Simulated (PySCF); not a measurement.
# ZnP (quartet) at other levels of theory

Starting from one script, swap the method and compare what comes out for ZnP (quartet).

The runs use PySCF 2.14.0; method and basis as typed in the scripts.

1 further run of the same task is left out (it didn't finish).

## (1) Starting geometry

ZnP (quartet): 2 atoms, charge 0, spin multiplicity 4.

Bond lengths: Zn1–P2 2.142 Å.

## (2) Base script

Contents of input.py:

```python
from pyscf import gto, scf, mp

mol = gto.M(
    atom='Zn 0 0 0; P 0 0 2.142',
    basis='x2c-svpall',
    charge=0,
    spin=3,
    verbose=4,
)
mf = scf.UHF(mol)
mf = mf.sfx2c1e()
mf.kernel()
mp.MP2(mf, frozen=10).kernel()
mf.dip_moment()
print('orbital energies (hartree):', [e[max(0, n-3):n+3].round(4) for e, n in zip(mf.mo_energy, mol.nelec)])
```

On the command line:

```bash
OMP_NUM_THREADS=1 python input.py
```

## (3) SCF alone

Run 1 changes step after the SCF: mp2 → none.

input.py: that of step 2 with these lines changed.

```diff
@@ -1,2 +1,2 @@
-from pyscf import gto, scf, mp
+from pyscf import gto, scf
 
@@ -12,3 +12,2 @@
 mf.kernel()
-mp.MP2(mf, frozen=10).kernel()
 mf.dip_moment()
```

## (4) Frozen orbitals none

Run 2 changes frozen orbitals: 10 → none.

input.py: that of step 2 with these lines changed.

```diff
@@ -12,3 +12,3 @@
 mf.kernel()
-mp.MP2(mf, frozen=10).kernel()
+mp.MP2(mf).kernel()
 mf.dip_moment()
```

## (5) Lc_wpbe (UKS)

Run 3 changes functional: none (Hartree–Fock) → lc_wpbe; SCF type: UHF → UKS; step after the SCF: mp2 → analyze.

Contents of input.py:

```python
from pyscf import gto, dft

mol = gto.M(
    atom='Zn 0 0 0; P 0 0 2.142',
    basis='x2c-svpall',
    charge=0,
    spin=3,
    verbose=4,
)
mf = dft.UKS(mol, xc='lc_wpbe')
mf = mf.sfx2c1e()
mf.kernel()
mf.analyze()
print('orbital energies (hartree):', [e[max(0, n-3):n+3].round(4) for e, n in zip(mf.mo_energy, mol.nelec)])
```

## (6) RHF

Run 4 changes SCF type: UHF → RHF.

Contents of input.py:

```python
from pyscf import gto, scf, mp

mol = gto.M(
    atom='Zn 0 0 0; P 0 0 2.142',
    basis='x2c-svpall',
    charge=0,
    spin=3,
    verbose=4,
)
mf = scf.RHF(mol)
mf = mf.sfx2c1e()
mf.kernel()
mp.MP2(mf, frozen=10).kernel()
mf.dip_moment()
print('orbital energies (hartree):', mf.mo_energy[..., max(0, mol.nelec[1]-3):mol.nelec[0]+3].round(4))
```

## (7) TDHF

Run 5 changes step after the SCF: mp2 → tddft; number of roots: none → 8.

input.py: that of step 2 with these lines changed.

```diff
@@ -1,2 +1,2 @@
-from pyscf import gto, scf, mp
+from pyscf import gto, scf, tdscf
 
@@ -12,3 +12,6 @@
 mf.kernel()
-mp.MP2(mf, frozen=10).kernel()
+td = tdscf.TDHF(mf)
+td.nstates = 8
+td.kernel()
+td.analyze()
 mf.dip_moment()
```

**Question.** What will these runs give? Wanted: for each run, E(SCF); from base; gap, α spin; SCF dipole; after the SCF.

As calculated:

```csv
run,E(SCF) (hartree),from base (eV),cycles,"gap, α spin (eV)",SCF dipole (D),after the SCF
base,-2135.326386,0,11,11.66,1.40,"MP2 correlation -11.797 eV, core frozen"
SCF alone,-2135.326386,0.0000,11,11.66,1.40,n/a
frozen orbitals none,-2135.326386,0.0000,11,11.66,1.40,MP2 correlation -12.430 eV
lc_wpbe (UKS),-2137.233288,not comparable,11,10.75,0.94,n/a
RHF,-2135.320334,+0.1647,11,n/a,1.45,"MP2 correlation -11.859 eV, core frozen"
TDHF,-2135.326386,0.0000,11,11.66,1.40,lowest root found 2.18 eV
```

A lower total energy from another functional means nothing by itself. The dearest run is “TDHF”, at 18 s against 2 s.
